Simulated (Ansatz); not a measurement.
# NiO (R-3m): from the listed cell to zero pressure

Where does the pressure of NiO (R-3m) vanish?

Computed with Ansatz 0.2.0 (DFT r²SCAN and PBE (the runs whose input is shown use PBE), scalar-relativistic, plane waves, PAW).

## (1) The system as given

Symmetry: R-3m, No. 166, trigonal system. Conventional cell: a = 2.876 Å, b = 2.876 Å, c = 6.992 Å, α = 90.00°, β = 90.00°, γ = 120.00°. Ni (site symmetry -3m) has 6 O at 2.03 Å as nearest neighbours. O (site symmetry -3m) is surrounded by 6 Ni at 2.03 Å.

Structure file:

```cif
data_structure
_symmetry_space_group_name_H-M 'P 1'
_symmetry_Int_Tables_number 1
_cell_length_a 2.8619
_cell_length_b 2.8619
_cell_length_c 2.8619
_cell_angle_alpha 60.333
_cell_angle_beta 60.333
_cell_angle_gamma 60.333
_cell_volume 16.70
loop_
_atom_site_label
_atom_site_type_symbol
_atom_site_fract_x
_atom_site_fract_y
_atom_site_fract_z
_atom_site_occupancy
Ni1 Ni 0.00000 0.00000 0.00000 1
O1 O 0.50000 0.50000 0.50000 1
```

Starting moments: Ni 2.00 μB.

## (2) First run, at the start cell

input.yaml

```yaml
crystal:
  lattice:
    - [1.43814037, 0.83031073, 2.33080596]
    - [-1.43814037, 0.83031073, 2.33080596]
    - [0.0, -1.66062146, 2.33080596]
  atoms:
    - { symbol: Ni, position: [1.0, 0.0, 0.0], spin: 2.0 }
    - { symbol: O, position: [0.5, 0.5, 0.5] }
basis:
  ecutwfc: 420
  ecutrho_ratio: 4
kpoints:
  mp_grid: { grid: [8, 8, 8] }
hamiltonian:
  xc: pbe
scf:
  occupations: { method: gaussian, width: 0.05 }
output:
  forces: true
  stress: true
  eigenvalues: true
  populations: true
magnetization:
  spin_polarized: true
relax:
  f_tol: 0.03
  max_steps: 60
  cell: { stress_tol: 0.3 }
```

Launch:

```sh
$ ansatz run input.yaml --threads 1 --pin off --max-ram 2560MiB --backend cpu --events-out ev --progress --plain --runs-dir out
```

The runs that follow: Another level, run 2; A new volume, run 3; A new volume, run 4.

Q: Predict the outcome of this session. Wanted: volume; pressure; conventional cell; gap on the mesh; moments in the spheres.

The runs gave:

| quantity | value |
| --- | --- |
| volume | 9.186 Å³/atom |
| pressure | 0.00 GPa |
| conventional cell | a = 4.189 Å, b = 4.189 Å, c = 4.189 Å, α = 90.00°, β = 90.00°, γ = 90.00° |
| gap on the mesh | 0.82 eV |
| moments in the spheres | Ni 1.67; O 0.29 μB |

What this shows: The volume went from 8.35 to 9.19 Å³/atom (+10.0 %), where 0.00 GPa is left. Only the order of the starting moments is followed; others weren't tried in this session.

The gaps are Kohn-Sham values of a semilocal functional, not quasiparticle or optical gaps. Such gaps usually fall short of the measured ones.
